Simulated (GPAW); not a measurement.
A run of GPAW 26.7.0 is set up as follows.

File run.py:

```python
import numpy as np
from ase.io import read
from gpaw import PW
from gpaw.dft import DFT
from gpaw.hubbard import aoom

atoms = read('POSCAR')
atoms.set_initial_magnetic_moments([6.0, 0.0])

dft = DFT(atoms,
          mode=PW(600),
          xc='PBE',
          kpts={'size': (6, 6, 6), 'gamma': True},
          occupations={'name': 'methfessel-paxton', 'order': 0, 'width': 0.05},
          setups={'Tb': ':f,9.0'},
          nbands=29,
          convergence={'density': 0.0001, 'energy': 1e-05},
          maxiter=120,
          txt='gpaw.txt')
print(f'Energy: {dft.calculate_energy():.6f} eV')
print('Forces (eV/A):')
print(dft.calculate_forces().round(4))
print('Stress (eV/A^3):', dft.calculate_stress().round(6))
print('Moments:', dft.magmoms()[1][:, 2].round(3))
dft.write_converged()
dft.write_gpw_file('gs.gpw')
for a, l in {0: 3}.items():
    setup = dft.setups[a]
    for s, D_ii in enumerate(dft.density.D_asii[a]):
        n_mm = aoom(D_ii, l, setup.l_j, setup.n_j, setup.N0_q)[0]
        print(f'atom {a} spin {s} trace {n_mm.trace():.4f} eigenvalues', *np.linalg.eigvalsh(n_mm).round(3))
        np.savetxt(f'occupation-{a}-{s}.dat', n_mm, fmt='%8.4f')
```

POSCAR

```
TbO
1.0
    0.0000000000      2.5381258700      2.5381258700
    2.5381258700      0.0000000000      2.5381258700
    2.5381258700      2.5381258700      0.0000000000
Tb O
1 1
Direct
    0.0000000000      0.0000000000      0.0000000000
    0.2500000000      0.2500000000      0.2500000000
```

Potentials or basis: GPAW PAW data sets (gpaw-data 1.2.1), pw.

The run is started by

```console
$ OMP_NUM_THREADS=1 python run.py
```

Problem. Estimate the band gap on the k mesh.

Solution. None (metal or under the smearing width).

Problem. Predict the site moments.

Solution. Tb +6.17; O +0.03 μB.

Problem. Predict the pressure.

Solution. 21.4 GPa.

Eigenvalues of the final occupation matrices:
```
   site  spin  trace                         eigenvalues
atom 1      1   7.18  1.02 1.02 1.02 1.02 1.02 1.02 1.03
atom 1      2   1.03  0.00 0.00 0.00 0.00 0.00 0.00 1.01
```

Caveat: the cutoff is short for stress and forces, so pressures can be off by a GPa or more; one-centre terms of the f shell are cut off; the magnetic or orbital state may not be the lowest; spin-orbit coupling is left out, which moves the levels of the heavy elements. The state reached can hang on the start; a lower one may exist.
